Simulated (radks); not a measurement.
# Re in [Xe] 4f14 5d3 6s2 5f2: an all-electron calculation

The task here is to estimate one member of a computed series from the others.

Program: radks (a radial shooting solver on a logarithmic mesh, Libxc functionals) version 1. Level of theory: scalar-relativistic Kohn-Sham, r2SCAN, spin-unpolarised, spherical densities, finite nucleus. These are calculated values, not measurements, unless marked.

## The system

- element: rhenium (Z = 75)
- charge: 0
- electrons: 75
- configuration: [Xe] 4f14 5d3 6s2 5f2
- nuclear rms radius: 5.3698 fm

The outer shells:

Re
```
[Xe] core
4f [↑↓][↑↓][↑↓][↑↓][↑↓][↑↓][↑↓]
5d [↑ ][↑ ][↑ ][  ][  ]
6s [↑↓]
5f [↑ ][↑ ][  ][  ][  ][  ][  ]
```

Set-up of the first run:

Input:

```text
Z 75
configuration [Xe] 4f14 5d3 6s2 5f2
relativity scalar-relativistic
functional r2scan,r2scan
spin unpolarised
nucleus finite rms 5.3698 fm
c 137.035999084
```

The run is started by

```sh
python run_ks.py task.json out
```

This one command runs every case of the session in turn.

One of the session's tables, all rows but one given; the rest of the session is left out.

It belongs to the step «Orbitals and density». From the orbitals of this run (lengths in bohr):

```
level      <r>  outermost maximum (interpolated)  90 % within  nodes
   1s  0.01804                            0.0112       0.0329      0
   2s  0.07620                            0.0645        0.118      1
   2p  0.06835                            0.0530        0.111      0
   3s   0.1972                             0.182        0.289      2
   3p        ?                                 ?            ?      ?
   3d   0.1793                             0.147        0.278      0
   4s   0.4406                             0.413        0.632      3
   4p   0.4684                             0.433        0.680      2
   4d   0.5000                             0.443        0.748      1
   5s    1.033                             0.937         1.48      4
   5p    1.192                              1.06         1.73      3
   4f   0.5787                             0.418        0.950      0
   5d    1.683                              1.36         2.58      2
   6s    2.608                              2.34         3.74      5
   5f    10.80                              9.38         16.4      1
```

Estimate the missing values for 3p.

**Answer.** <r>: 0.1977; outermost maximum (interpolated): 0.180; 90 % within: 0.296; nodes: 1. In the column «<r>» it lies between 3s (0.1972) and 4s (0.4406).
